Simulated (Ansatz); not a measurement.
**CH6OSSi: up Jacob's ladder to CCSD(T)**

Aim: compute CH6OSSi with functionals from several rungs and with coupled cluster, and see how far each lands from CCSD(T) at the basis-set limit for the atomisation energy.

Method: functionals in def2-TZVPP, the program's frozen cores in correlated methods; program: Ansatz 0.2.0, Gaussian basis.

Plan: LDA (SPW92), PBE-D4, revPBE-D4, BLYP-D4, r2SCAN-D4, B97M-V, PBE0-D4, B3LYP-D4, r2SCANh-D4, r2SCAN0-D4, HSE06-D4, BHLYP-D4, CAM-B3LYP-D4, LC-ωPBE, ωB97X-V, ωB97M-V, B2PLYP, PBE-QIDH; CCSD(T)/def2-SVP; CCSD(T)/def2-TZVPP; MP2/def2-QZVPP; extrapolation to the limit; RPA on PBE.

## Step 1: The relaxed structure

The geometry comes from an earlier relaxation with PBE0-D4 in a triple-zeta def2 set; it is a stationary point, not always the lowest conformer.

SMILES `OC([SiH3])S`, 10 atoms, charge 0, spin multiplicity 1.

Atoms are counted from 1 here; the program's logs count them from 0.

Bond lengths: O1–C2 1.419 Å, O1–H5 0.963 Å, C2–Si3 1.905 Å, C2–S4 1.793 Å, C2–H6 1.097 Å, Si3–H7 1.485 Å, Si3–H8 1.484 Å, Si3–H9 1.490 Å, S4–H10 1.345 Å. Angles: C2–O1–H5 108.2°, O1–C2–Si3 112.3°, O1–C2–S4 109.9°, O1–C2–H6 110.8°, Si3–C2–S4 107.2°, Si3–C2–H6 109.0°, S4–C2–H6 107.5°, C2–Si3–H7 110.6°, C2–Si3–H8 110.0°, C2–Si3–H9 106.7°, H7–Si3–H8 110.6°, H7–Si3–H9 109.4°, H8–Si3–H9 109.4°, C2–S4–H10 97.6°.

## Step 2: LDA

This LDA is Slater exchange with PW92 correlation.

File in.yaml:

```yaml
crystal:
  periodic: [false, false, false]
  atoms:
    - {symbol: O, position_ang: [-1.367947, 0.648065, -0.693241]}
    - {symbol: C, position_ang: [-0.010981, 0.480019, -0.312437]}
    - {symbol: Si, position_ang: [0.216513, -0.920430, 0.959236]}
    - {symbol: S, position_ang: [0.977921, 0.058242, -1.747530]}
    - {symbol: H, position_ang: [-1.887942, 0.800205, 0.103152]}
    - {symbol: H, position_ang: [0.394671, 1.410040, 0.105164]}
    - {symbol: H, position_ang: [1.544695, -0.821305, 1.614932]}
    - {symbol: H, position_ang: [0.058014, -2.238751, 0.297197]}
    - {symbol: H, position_ang: [-0.853785, -0.749045, 1.981517]}
    - {symbol: H, position_ang: [1.012042, 1.281761, -2.305090]}
basis:
  gaussian: {orbitals: def2-TZVPP}
hamiltonian: {xc: lda}
output: {orbitals: {seedname: orbitals}}
```

Run with:

```bash
ansatz run in.yaml --threads 2 --pin off --events-out ev --progress --plain --max-ram 4352MiB
```

After this run come: PBE-D4 (GGA); revPBE-D4 (GGA); BLYP-D4 (GGA); r2SCAN-D4 (meta-GGA); B97M-V (meta-GGA); B3LYP-D4 (hybrid); r2SCANh-D4 (hybrid); r2SCAN0-D4 (hybrid); HSE06-D4 (hybrid); BHLYP-D4 (hybrid); CAM-B3LYP-D4 (range-separated); LC-ωPBE (range-separated); ωB97X-V (range-separated); ωB97M-V (range-separated); B2PLYP (double hybrid); PBE-QIDH (double hybrid); CCSD(T) in def2-SVP; CCSD(T) in def2-TZVPP; MP2 in def2-QZVPP; RPA on PBE orbitals.

Q: Predict the results of all the runs planned. Wanted: atomisation energy, CCSD(T)/CBS; farthest beyond LDA; mean size of error, GGA; mean size of error, meta-GGA; mean size of error, hybrid; mean size of error, range-separated; mean size of error, double hybrid; gap, smallest and largest; T1 diagnostic.

As calculated:

| quantity | value |
| --- | --- |
| atomisation energy, CCSD(T)/CBS | 778.4 kcal/mol |
| functionals within 3.9 kcal/mol (0.5 %) | r2SCAN-D4, B97M-V, CAM-B3LYP-D4, ωB97X-V, ωB97M-V |
| farthest beyond LDA | BHLYP-D4 (-26.5 kcal/mol) |
| mean size of error, GGA | 7.7 kcal/mol |
| mean size of error, meta-GGA | 0.7 kcal/mol |
| mean size of error, hybrid | 10.2 kcal/mol |
| mean size of error, range-separated | 4.1 kcal/mol |
| mean size of error, double hybrid | 12.8 kcal/mol |
| gap, smallest and largest | 5.01 eV (LDA (SPW92)), 12.17 eV (LC-ωPBE) |
| T1 diagnostic | 0.0119 |
| triples share of the correlation energy | 3.9 % |

In words: The LDA atomisation energy is off by 113.6 kcal/mol (15 %): it overbinds. PBE-D4 is off by +8.0 kcal/mol. Double hybrids carry the basis error of their MP2 part in triple zeta, and no dispersion term here, so their miss is partly the set-up's. Taken by rung, meta-GGA functionals do best (0.7 kcal/mol on average) and double hybrid ones worst beyond LDA (12.8 kcal/mol). The reference freezes the cores and leaves out relativity and excitations past (T), so misses under about 3.9 kcal/mol can't be ranked. Hartree-Fock recovers 70 % of the binding; the rest is correlation. CCSD(T) in def2-SVP is off by -55.3 kcal/mol, so the small basis spoils what the method gains. The gap grows from 5.0 to 12.2 eV across the functionals, mostly with the share of exact exchange.
